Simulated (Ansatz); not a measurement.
# CH₇GaO: up Jacob's ladder to CCSD(T)

One table from this session's results is given with a row withheld; the runs are named, their logs left out.

Computed with Ansatz 0.2.0, Gaussian basis. Level: functionals in def2-TZVPP, the program's frozen cores in correlated methods.

Levels to be run: LDA (SPW92), PBE-D4, revPBE-D4, BLYP-D4, r2SCAN-D4, B97M-V, PBE0-D4, B3LYP-D4, r2SCANh-D4, r2SCAN0-D4, HSE06-D4, BHLYP-D4, CAM-B3LYP-D4, LC-ωPBE, ωB97X-V, ωB97M-V, B2PLYP, PBE-QIDH; CCSD(T)/def2-SVP; CCSD(T)/def2-TZVPP; MP2/def2-QZVPP; extrapolation to the limit; RPA on PBE.

## Structure used throughout

The geometry comes from an earlier relaxation with PBE0-D4 in a triple-zeta def2 set; it is a stationary point, not always the lowest conformer.

SMILES `C[OH+][GaH3-]`, 10 atoms, charge 0, spin multiplicity 1.

Atoms are counted from 1 here; the program's logs count them from 0.

Bond lengths: C1–O2 1.428 Å, C1–H4 1.091 Å, C1–H5 1.092 Å, C1–H6 1.088 Å, O2–Ga3 2.150 Å, O2–H7 0.962 Å, Ga3–H8 1.583 Å, Ga3–H9 1.574 Å, Ga3–H10 1.577 Å. Angles: O2–C1–H4 110.1°, O2–C1–H5 111.0°, O2–C1–H6 106.4°, H4–C1–H5 110.6°, H4–C1–H6 109.4°, H5–C1–H6 109.2°, C1–O2–Ga3 116.7°, C1–O2–H7 110.0°, Ga3–O2–H7 109.2°, O2–Ga3–H8 96.4°, O2–Ga3–H9 97.4°, O2–Ga3–H10 95.3°, H8–Ga3–H9 118.0°, H8–Ga3–H10 118.1°, H9–Ga3–H10 120.3°.

As a file:

```mol
CH7GaO
  3D, bonds by distance, orders not assigned

 10  9  0  0  0  0  0  0  0  0999 V2000
   -1.0550    0.6429   -0.6780 C   0  0
    0.3391    0.3348   -0.6512 O   0  0
    1.0679   -0.6943    1.0896 Ga  0  0
   -1.2936    1.2254   -1.5696 H   0  0
   -1.6584   -0.2669   -0.6415 H   0  0
   -1.2541    1.2414    0.2089 H   0  0
    0.5811   -0.1641   -1.4372 H   0  0
   -0.0329   -1.8323    1.0958 H   0  0
    0.9080    0.4941    2.1098 H   0  0
    2.4811   -1.0321    0.4765 H   0  0
  1  2  8  0
  2  3  8  0
  1  4  8  0
  1  5  8  0
  1  6  8  0
  2  7  8  0
  3  8  8  0
  3  9  8  0
  3 10  8  0
M  END
```

Set-up of the first run:

in.yaml reads:

```yaml
crystal:
  periodic: [false, false, false]
  atoms:
    - {symbol: C, position_ang: [-1.054989, 0.642915, -0.678028]}
    - {symbol: O, position_ang: [0.339098, 0.334837, -0.651190]}
    - {symbol: Ga, position_ang: [1.067912, -0.694324, 1.089580]}
    - {symbol: H, position_ang: [-1.293601, 1.225450, -1.569616]}
    - {symbol: H, position_ang: [-1.658395, -0.266944, -0.641492]}
    - {symbol: H, position_ang: [-1.254105, 1.241351, 0.208902]}
    - {symbol: H, position_ang: [0.581066, -0.164150, -1.437226]}
    - {symbol: H, position_ang: [-0.032921, -1.832287, 1.095769]}
    - {symbol: H, position_ang: [0.908018, 0.494142, 2.109794]}
    - {symbol: H, position_ang: [2.481116, -1.032091, 0.476508]}
basis:
  gaussian: {orbitals: def2-TZVPP}
hamiltonian: {xc: lda}
output: {orbitals: {seedname: orbitals}}
```

Steps of the session up to this table: LDA; PBE-D4 (GGA); revPBE-D4 (GGA); BLYP-D4 (GGA); r2SCAN-D4 (meta-GGA); B97M-V (meta-GGA); PBE0-D4 (hybrid); B3LYP-D4 (hybrid); r2SCANh-D4 (hybrid); r2SCAN0-D4 (hybrid); HSE06-D4 (hybrid); BHLYP-D4 (hybrid); CAM-B3LYP-D4 (range-separated); LC-ωPBE (range-separated); ωB97X-V (range-separated); ωB97M-V (range-separated); B2PLYP (double hybrid); PBE-QIDH (double hybrid).

One of the session's tables, all rows but one given; the rest of the session is left out.

It belongs to the step «Orbital energies across the functionals». 

```
  functional  HOMO (eV)  gap (eV)
 LDA (SPW92)      -6.45      5.05
      PBE-D4      -6.39      5.22
   revPBE-D4      -6.35      5.30
     BLYP-D4          ?         ?
   r2SCAN-D4      -6.71      6.03
      B97M-V      -6.82      5.83
     PBE0-D4      -7.64      7.35
    B3LYP-D4      -7.45      6.86
  r2SCANh-D4      -7.16      6.77
  r2SCAN0-D4      -7.85      7.86
    HSE06-D4      -7.23      6.57
    BHLYP-D4      -8.83      9.27
CAM-B3LYP-D4      -9.04      9.60
     LC-ωPBE     -10.42     12.25
     ωB97X-V     -10.08     11.72
     ωB97M-V      -9.89     11.18
```

**Question.** Estimate the row for BLYP-D4.

Worked estimate for «HOMO (eV)». Against the share of exact exchange, B3LYP-D4 (0.2, -7.45), BHLYP-D4 (0.5, -8.83) give a slope of -4.60 per unit share; at 0 the line stands at -6.53.

The run gave: HOMO (eV): -6.30; gap (eV): 5.17. In «HOMO (eV)» the line misses by -0.23.
